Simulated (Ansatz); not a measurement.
**Te2 (triplet): how energies converge with the basis set**

The task here is to estimate one member of a computed series from the others.

The runs use Ansatz 0.2.0, Gaussian basis; one geometry, several basis sets.

The runs, in order: PBE0-D4/def2-SVP; ωB97M-V/def2-SVP; PBE0-D4/def2-QZVPP; ωB97M-V/def2-QZVPP; the functionals' def2-TZVPP values are taken from earlier runs.

## The relaxed structure

All runs share one geometry, relaxed beforehand with PBE0-D4 in a triple-zeta def2 set. Te takes the def2 core potential; no spin-orbit term is included.

SMILES `[Te]=[Te]`, 2 atoms, charge 0, spin multiplicity 3.

Atoms are counted from 1 here; the program's logs count them from 0.

Bond lengths: Te1–Te2 2.543 Å.

Geometry (Å):

```xyz
2
charge 0, multiplicity 3
Te    0.0000    0.0000    0.0298
Te    0.0000    0.0000    2.5727
```

The first run:

Input file in.yaml:

```yaml
crystal:
  periodic: [false, false, false]
  atoms:
    - {symbol: Te, position_ang: [-0.000000, 0.000000, 0.029833]}
    - {symbol: Te, position_ang: [0.000000, -0.000000, 2.572737]}
basis:
  gaussian: {orbitals: def2-SVP}
magnetization: {spin_polarized: true, initial_magnetization: 2}
hamiltonian: {xc: pbe0, dispersion: d4}
output: {orbitals: {seedname: orbitals}}
```

Launch:

```console
ansatz run in.yaml --threads 4 --pin off --events-out ev --progress --plain --max-ram 10444MiB
```

Steps of the session up to this table: PBE0-D4 in def2-SVP; ωB97M-V in def2-SVP; PBE0-D4 in def2-QZVPP; ωB97M-V in def2-QZVPP.

One of the session's tables, all rows but one given; the rest of the session is left out.

It belongs to the step «Functionals by basis». 

```
functional       basis  HOMO (eV)  LUMO (eV)
   PBE0-D4    def2-SVP      -6.30      -3.66
   PBE0-D4  def2-TZVPP      -6.34      -3.67
   PBE0-D4  def2-QZVPP          ?          ?
   ωB97M-V    def2-SVP      -8.21      -1.89
   ωB97M-V  def2-TZVPP      -8.27      -1.97
   ωB97M-V  def2-QZVPP      -8.30      -1.99
```

**Question.** Estimate the row for PBE0-D4, def2-QZVPP.

As computed: HOMO (eV): -6.36; LUMO (eV): -3.68. In the column «HOMO (eV)» it lies between ωB97M-V, def2-SVP (-8.21) and PBE0-D4, def2-TZVPP (-6.34).
